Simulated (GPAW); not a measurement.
Here is a GPAW 26.7.0 calculation.

The input run.py:

```python
from ase.io import read, write
from ase.optimize import BFGS
from gpaw import GPAW, PW

atoms = read('Ag3F.xyz')

calc = GPAW(mode=PW(800),
            xc='PBE',
            kpts={'size': (5, 5, 5), 'gamma': True},
            occupations={'name': 'fermi-dirac', 'width': 0.05},
            nbands=49,
            convergence={'density': 1e-05, 'forces': 0.0001},
            maxiter=150,
            txt='gpaw.txt')
atoms.calc = calc
opt = BFGS(atoms, trajectory='relax.traj', logfile='-')
done = opt.run(fmax=0.02, steps=60)
calc.write('gs.gpw')
write('result.traj', atoms)
print('Converged:', done)
print('Cell:', atoms.cell.cellpar().round(4))
print('Volume:', round(atoms.get_volume(), 4))
print(atoms.get_scaled_positions().round(5))
```

Contents of Ag3F.xyz:

```xyz
4
Lattice="0.0000000000 3.2160900000 3.2160900000 3.2160900000 0.0000000000 3.2160900000 3.2160900000 3.2160900000 0.0000000000" Properties=species:S:1:pos:R:3 pbc="T T T"
Ag     1.6080450000      1.6080450000      1.6080450000
Ag     4.8241350000      4.8241350000      4.8241350000
Ag     3.2160900000      3.2160900000      3.2160900000
F      0.0000000000      0.0000000000      0.0000000000
```

Potentials or basis: GPAW PAW data sets (gpaw-data 1.2.1), pw.

Launch:

```sh
$ OMP_NUM_THREADS=1 python run.py
```

(1) Predict the band gap on the k mesh.

Answers

(1) none (metal or under the smearing width).

Caveat: the relaxation stopped at its first step, so nothing moved; later steps reuse the first step's grids.
